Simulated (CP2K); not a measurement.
# C2H5AlBN (SMILES B[C]1=C[NH][AlH]1): PBE/TZV2P-MOLOPT-PBE-GTH (core potential)

What is the energy change on altering one bond length of C2H5AlBN at PBE/TZV2P-MOLOPT-PBE-GTH (core potential)? 

Program for the calculation: CP2K 2026.2.

## (1) Starting point

C2H5AlBN: 10 atoms, total charge 0, spin state singlet. SMILES: `B[C]1=C[NH][AlH]1`. The shape is that of a PBE0-D4/def2-TZVP optimisation.

Bond lengths: B1–C2 1.492 Å, C2–C3 1.391 Å, C3–N4 1.360 Å, C2–Al5 1.916 Å, N4–Al5 1.853 Å, B1–H6 1.207 Å, B1–H7 1.201 Å, C3–H8 1.094 Å, N4–H9 1.004 Å, Al5–H10 1.581 Å. Some angles: B1–C2–C3 124.0°, B1–C2–Al5 153.2°, C3–C2–Al5 82.9°, C2–C3–N4 115.0°, C3–N4–Al5 86.1°, C2–Al5–N4 76.0°, C2–B1–H6 119.4°, C2–B1–H7 122.5°, C2–C3–H8 124.7°, N4–C3–H8 120.3°.

## (2) A single-point energy at PBE/TZV2P-MOLOPT-PBE-GTH (core potential)

The input, gas.inp:

```
&GLOBAL
 PROJECT_NAME gas
 RUN_TYPE ENERGY
 PRINT_LEVEL MEDIUM
&END GLOBAL
&FORCE_EVAL
 METHOD QS
 &DFT
  BASIS_SET_FILE_NAME BASIS_MOLOPT_UZH
  POTENTIAL_FILE_NAME POTENTIAL_UZH
  # Quickstep
  &QS
   METHOD GPW
   EPS_DEFAULT 1.0E-10
  &END QS
  &MGRID
   CUTOFF 400
   REL_CUTOFF 50
   NGRIDS 4
  &END MGRID
  # cluster boundary conditions
  &POISSON
   PERIODIC NONE
   POISSON_SOLVER MULTIPOLE
  &END POISSON
  &SCF
   SCF_GUESS ATOMIC
   EPS_SCF 1.0E-06
   MAX_SCF 100
   ADDED_MOS 5
   &DIAGONALIZATION
    ALGORITHM STANDARD
   &END DIAGONALIZATION
   &MIXING
    METHOD BROYDEN_MIXING
    ALPHA 0.3
    NBUFFER 8
   &END MIXING
  &END SCF
  &XC
   &XC_FUNCTIONAL PBE
   &END XC_FUNCTIONAL
  &END XC
  &PRINT
   &MOMENTS
    PERIODIC F
    REFERENCE COM
    MAX_MOMENT 1
   &END MOMENTS
   &MO ON
    ENERGIES T
    OCCUPATION_NUMBERS T
    NDIGITS 6
    &EACH
     QS_SCF 0
    &END EACH
    ADD_LAST NUMERIC
   &END MO
   &HIRSHFELD OFF
   &END HIRSHFELD
  &END PRINT
 &END DFT
 # structure
 &SUBSYS
  &CELL
   ABC 12.6 9.4 11.7
   PERIODIC NONE
  &END CELL
  &COORD
   UNIT bohr
   B     -2.3678268     1.0898051    -2.6809545
   C     -0.2717426     0.4588255    -0.9048009
   C     -0.5952637    -0.8906279     1.3271547
   N      1.5512762    -1.2727305     2.6887023
   Al     3.1908026     0.5005885     0.1521230
   H     -4.4894224     0.4100706    -2.1952948
   H     -2.0337233     2.2589786    -4.5969478
   H     -2.4056214    -1.6236527     2.0063222
   H      1.4966631    -2.2287430     4.3269059
   H      6.0818946     1.2009210    -0.1175410
  &END COORD
  &TOPOLOGY
   &CENTER_COORDINATES
   &END CENTER_COORDINATES
  &END TOPOLOGY
  &KIND B
   BASIS_SET TZV2P-MOLOPT-PBE-GTH-q3
   POTENTIAL GTH-PBE-q3
  &END KIND
  &KIND C
   BASIS_SET TZV2P-MOLOPT-PBE-GTH-q4
   POTENTIAL GTH-PBE-q4
  &END KIND
  &KIND N
   BASIS_SET TZV2P-MOLOPT-PBE-GTH-q5
   POTENTIAL GTH-PBE-q5
  &END KIND
  &KIND Al
   BASIS_SET TZV2P-MOLOPT-PBE-GTH-q3
   POTENTIAL GTH-PBE-q3
  &END KIND
  &KIND H
   BASIS_SET TZV2P-MOLOPT-PBE-GTH-q1
   POTENTIAL GTH-PBE-q1
  &END KIND
 &END SUBSYS
&END FORCE_EVAL
```

On the command line:

```sh
$ OMP_NUM_THREADS=1 cp2k.psmp -i gas.inp -o gas.out
```

The program printed:

```text
CP2K| version string:                                       CP2K version 2026.2
[...]
 GLOBAL| Method name                                                        CP2K
[...]
 GLOBAL| Run type                                                         ENERGY
[...]
 DFT| Spin restricted Kohn-Sham (RKS) calculation                            RKS
 DFT| Multiplicity                                                             1
[...]
 DFT| Charge                                                                   0
[...]
 FUNCTIONAL| PBE:
 QS| Method:                                                                 GPW
[...]
 QS| Density cutoff [a.u.]:                                                200.0
[...]
 QS| Relative density cutoff [a.u.]:                                        25.0
[...]
                             - Atoms:                                         10
[...]
                             - Spherical basis functions:                    215
[...]
 Number of electrons:                                                         24
[...]
     1 NoMix/Diag. 0.30E+00    5.5     1.44358044       -28.6566909357 -2.87E+01
[...]
    28 Broy./Diag. 0.30E+00    8.1     0.00000057       -29.0995056565 -1.71E-07
  *** SCF run converged in    28 steps ***
[...]
  Overlap energy of the core charge distribution:               0.00000404451084
  Self energy of the core charge distribution:                -70.23863721141423
  Core Hamiltonian energy:                                     21.32198883255279
  Hartree energy:                                              29.42317902272339
  Exchange-correlation energy:                                 -9.60604034489864
  Total energy:                                               -29.09950565652586
[...]
                     Mulliken Population Analysis
 #  Atom  Element  Kind  Atomic population                           Net charge
       1     B        1          3.050105                             -0.050105
       2     C        2          4.047827                             -0.047827
       3     C        2          3.705288                              0.294712
       4     N        3          5.528327                             -0.528327
       5     Al       4          2.487375                              0.512625
       6     H        5          1.041837                             -0.041837
       7     H        5          1.011447                             -0.011447
       8     H        5          1.047665                             -0.047665
       9     H        5          0.969178                              0.030822
      10     H        5          1.110951                             -0.110951
 # Total charge                             24.000000                  0.000000
[...]
  Dipole moment [Debye]
    X=  0.2353213E+01 Y= -0.1329145E+01 Z=  0.3050994E+01  Total=      4.0758807
 ENERGY| Total FORCE_EVAL ( QS ) energy [hartree]            -29.099505656525857
[...]
```

It took 3.6 min on 1 thread of Intel Xeon at 2.50GHz (Skylake/Cascade Lake), shared host; peak memory 2 GiB.

## (3) The distorted shape, same level

The input, gas.inp:

```
&GLOBAL
    PROJECT_NAME gas
    RUN_TYPE ENERGY
    PRINT_LEVEL MEDIUM
&END GLOBAL

&FORCE_EVAL
    METHOD Quickstep
    &DFT
        BASIS_SET_FILE_NAME BASIS_MOLOPT_UZH
        POTENTIAL_FILE_NAME POTENTIAL_UZH
        # Quickstep
        &QS
            METHOD GPW
            EPS_DEFAULT 1.0E-10
        &END QS
        &MGRID
            CUTOFF 400
            REL_CUTOFF 50
            NGRIDS 4
        &END MGRID
        # cluster boundary conditions
        &POISSON
            PERIODIC NONE
            POISSON_SOLVER MULTIPOLE
        &END POISSON
        &SCF
            SCF_GUESS ATOMIC
            EPS_SCF 1.0E-06
            MAX_SCF 80
            ADDED_MOS 10
            &DIAGONALIZATION
                ALGORITHM STANDARD
            &END DIAGONALIZATION
            &MIXING
                METHOD BROYDEN_MIXING
                ALPHA 0.4
                NBUFFER 8
            &END MIXING
        &END SCF
        # exchange and correlation
        &XC
            &XC_FUNCTIONAL PBE
            &END XC_FUNCTIONAL
        &END XC
        &PRINT
            &MOMENTS
                PERIODIC F
                REFERENCE COM
                MAX_MOMENT 1
            &END MOMENTS
            &MO ON
                ENERGIES T
                OCCUPATION_NUMBERS T
                NDIGITS 6
                &EACH
                    QS_SCF 0
                &END EACH
                ADD_LAST NUMERIC
            &END MO
            &HIRSHFELD OFF
            &END HIRSHFELD
        &END PRINT
    &END DFT
    # atoms, cell and kinds
    &SUBSYS
        # vacuum box
        &CELL
            ABC 12.6 9.9 12.5
            PERIODIC NONE
        &END CELL
        &COORD
            B     -1.394436     0.081756    -0.607606
            C     -0.285236    -0.252144     0.332294
            C     -0.456436    -0.966244     1.513394
            N      0.679464    -1.168444     2.233894
            Al     1.547064    -0.230044     0.891594
            H     -2.517136    -0.277944    -0.350606
            H     -1.076200     1.195400    -2.432600
            H     -1.414436    -1.354144     1.872794
            H      0.650564    -1.674344     3.100794
            H      3.076964     0.140556     0.748894
        &END COORD
        &TOPOLOGY
            &CENTER_COORDINATES
            &END CENTER_COORDINATES
        &END TOPOLOGY
        &KIND B
            BASIS_SET TZV2P-MOLOPT-PBE-GTH-q3
            POTENTIAL GTH-PBE-q3
        &END KIND
        &KIND C
            BASIS_SET TZV2P-MOLOPT-PBE-GTH-q4
            POTENTIAL GTH-PBE-q4
        &END KIND
        &KIND N
            BASIS_SET TZV2P-MOLOPT-PBE-GTH-q5
            POTENTIAL GTH-PBE-q5
        &END KIND
        &KIND Al
            BASIS_SET TZV2P-MOLOPT-PBE-GTH-q3
            POTENTIAL GTH-PBE-q3
        &END KIND
        &KIND H
            BASIS_SET TZV2P-MOLOPT-PBE-GTH-q1
            POTENTIAL GTH-PBE-q1
        &END KIND
    &END SUBSYS
&END FORCE_EVAL
```

On the command line:

```sh
$ OMP_NUM_THREADS=1 cp2k.psmp -i gas.inp > gas.out 2>&1
```

The program printed:

```text
CP2K| version string:                                       CP2K version 2026.2
[...]
 GLOBAL| Method name                                                        CP2K
[...]
 GLOBAL| Run type                                                         ENERGY
[...]
 DFT| Spin restricted Kohn-Sham (RKS) calculation                            RKS
 DFT| Multiplicity                                                             1
[...]
 DFT| Charge                                                                   0
[...]
 FUNCTIONAL| PBE:
 QS| Method:                                                                 GPW
[...]
 QS| Density cutoff [a.u.]:                                                200.0
[...]
 QS| Relative density cutoff [a.u.]:                                        25.0
[...]
                             - Atoms:                                         10
[...]
                             - Spherical basis functions:                    215
[...]
 Number of electrons:                                                         24
[...]
     1 NoMix/Diag. 0.40E+00    6.8     1.45586750       -28.5872350672 -2.86E+01
[...]
    24 Broy./Diag. 0.40E+00    8.9     0.00000074       -28.9958554209 -2.07E-06
  *** SCF run converged in    24 steps ***
[...]
  Overlap energy of the core charge distribution:               0.00000265453795
  Self energy of the core charge distribution:                -70.23863721141423
  Core Hamiltonian energy:                                     21.01420510040148
  Hartree energy:                                              29.68836843570677
  Exchange-correlation energy:                                 -9.45979440014348
  Total energy:                                               -28.99585542091150
[...]
                     Mulliken Population Analysis
 #  Atom  Element  Kind  Atomic population                           Net charge
       1     B        1          3.041698                             -0.041698
       2     C        2          4.052984                             -0.052984
       3     C        2          3.694767                              0.305233
       4     N        3          5.526883                             -0.526883
       5     Al       4          2.437737                              0.562263
       6     H        5          1.020440                             -0.020440
       7     H        5          1.113695                             -0.113695
       8     H        5          1.042788                             -0.042788
       9     H        5          0.962537                              0.037463
      10     H        5          1.106472                             -0.106472
 # Total charge                             24.000000                  0.000000
[...]
  Dipole moment [Debye]
    X=  0.2657210E+01 Y= -0.2442381E+01 Z=  0.5052117E+01  Total=      6.2088547
 ENERGY| Total FORCE_EVAL ( QS ) energy [hartree]            -28.995855420911504
[...]
```

Wall time 3.5 min (1 thread of Intel Xeon at 2.50GHz (Skylake/Cascade Lake), shared host); peak memory 2.2 GiB.

## (4) What came out

Level: PBE/TZV2P-MOLOPT-PBE-GTH (core potential).

| quantity | value |
| --- | --- |
| first shape: total energy | -29.09951 Eh |
| first shape: dipole moment | 4.08 D |
| first shape: HOMO energy | -5.39 eV |
| first shape: LUMO energy | -2.46 eV |
| first shape: HOMO–LUMO gap | 2.93 eV |
| distorted shape: total energy | -28.99586 Eh |
| distorted shape: dipole moment | 6.21 D |
| distorted shape: HOMO energy | -5.04 eV |
| distorted shape: LUMO energy | -2.78 eV |
| distorted shape: HOMO–LUMO gap | 2.27 eV |
| energy change with the B1–H7 bond stretched from 1.201 to 2.161 Å | 2.820 eV |

What this shows: With the B1–H7 bond stretched from 1.201 to 2.161 Å the energy rises by 2.82 eV (65 kcal/mol). The first shape isn't relaxed at this level, so the change isn't measured from a minimum.
